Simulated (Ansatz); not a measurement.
## CaMg₁₄Mo, space group Amm2: a report of symmetry and cells, step by step

With Ansatz 0.2.0 through its Python package.

Run as a notebook:

**Cell 1**
```python
import ansatz as az
import numpy as np
```

**Cell 2**
```python
crystal = (
    az.Lattice.from_parameters(10.17583723, 6.43619094, 11.13362644, alpha=90, beta=90, gamma=90)
    .space_group(38, hermann_mauguin='Amm2')
    .atom('Ca', [0.5, 0.5, 0.6677027])
    .atom('Mg', [0.0, 0.5, 0.66557362])
    .atom('Mg', [0.0, 0.5, 0.16758344])
    .atom('Mg', [0.5, 0.25392615, 0.91917653])
    .atom('Mg', [0.0, 0.24703645, 0.91723645])
    .atom('Mg', [0.25183912, 0.26195851, 0.08432334])
    .atom('Mg', [0.24063203, 0.5, 0.83643326])
    .atom('Mg', [0.26260366, 0.5, 0.3278101])
    .atom('Mo', [0.5, 0.5, 0.1605261])
    .primitive()
)
```

**Cell 3**
```python
read = crystal.crystallographic_orbits()
print('group', read['space_group'], read['hermann_mauguin'], 'conventional content', read['formula'])
print('orbits:', [orbit['symbol'] + ' ' + str(orbit['wyckoff']) for orbit in read['orbits']])
for pair in read['least_distances']:
    print(f'  shortest {pair["first"]}-{pair["second"]}: {pair["distance_ang"]:.3f} A')
print('atoms in the primitive and conventional cells:', len(crystal.primitive().resolved().sites), len(crystal.conventional().resolved().sites))
built = crystal.resolved()
vectors = np.array(built.lattice.vectors)
print('cell vectors (A)')
print(vectors.round(4) + 0.0)
for index, site in enumerate(built.sites):
    print(index, site.symbol, np.round(site.position, 4) + 0.0)
try:
    print({label: tuple(round(v, 4) for v in k) for label, k in az.high_symmetry_points(vectors.tolist()).items()})
except Exception as error:
    print('no labels:', error)
```
Output:
```text
group 38 Amm2 conventional content Ca2Mg28Mo2
orbits: ['Ca 2b', 'Mg 2a', 'Mg 2a', 'Mg 4e', 'Mg 4d', 'Mg 8f', 'Mg 4c', 'Mg 4c', 'Mo 2b']
  shortest Ca-Ca: 6.430 A
  shortest Ca-Mg: 3.175 A
  shortest Ca-Mo: 3.219 A
  shortest Mg-Mg: 3.064 A
  shortest Mg-Mo: 3.050 A
  shortest Mo-Mo: 6.430 A
atoms in the primitive and conventional cells: 16 32
cell vectors (A)
[[10.1758  0.      0.    ]
 [ 0.      3.2181 -5.5668]
 [ 0.      3.2181  5.5668]]
0 Ca [0.5    0.8323 0.1677]
1 Mg [0.     0.8344 0.1656]
2 Mg [0.     0.3324 0.6676]
3 Mg [0.5    0.3347 0.1731]
4 Mg [0.5    0.8269 0.6653]
5 Mg [0.     0.3298 0.1643]
6 Mg [0.     0.8357 0.6702]
7 Mg [0.2518 0.1776 0.3463]
8 Mg [0.2518 0.6537 0.8224]
9 Mg [0.7482 0.6537 0.8224]
10 Mg [0.7482 0.1776 0.3463]
11 Mg [0.2406 0.6636 0.3364]
12 Mg [0.7594 0.6636 0.3364]
13 Mg [0.2626 0.1722 0.8278]
14 Mg [0.7374 0.1722 0.8278]
15 Mo [0.5    0.3395 0.6605]
{'A': (0.5, 0.3335, 0.3335), 'A₁': (0.5, -0.3335, 0.6665), 'R': (0.5, 0.0, 0.5), 'S': (0.0, 0.0, 0.5), 'T': (0.5, -0.5, 0.5), 'X': (0.0, 0.3335, 0.3335), 'X₁': (0.0, -0.3335, 0.6665), 'Y': (0.0, -0.5, 0.5), 'Z': (0.5, 0.0, 0.0), 'Γ': (0.0, 0.0, 0.0)}
```

The structure comes from a database and needn't be a stable phase.
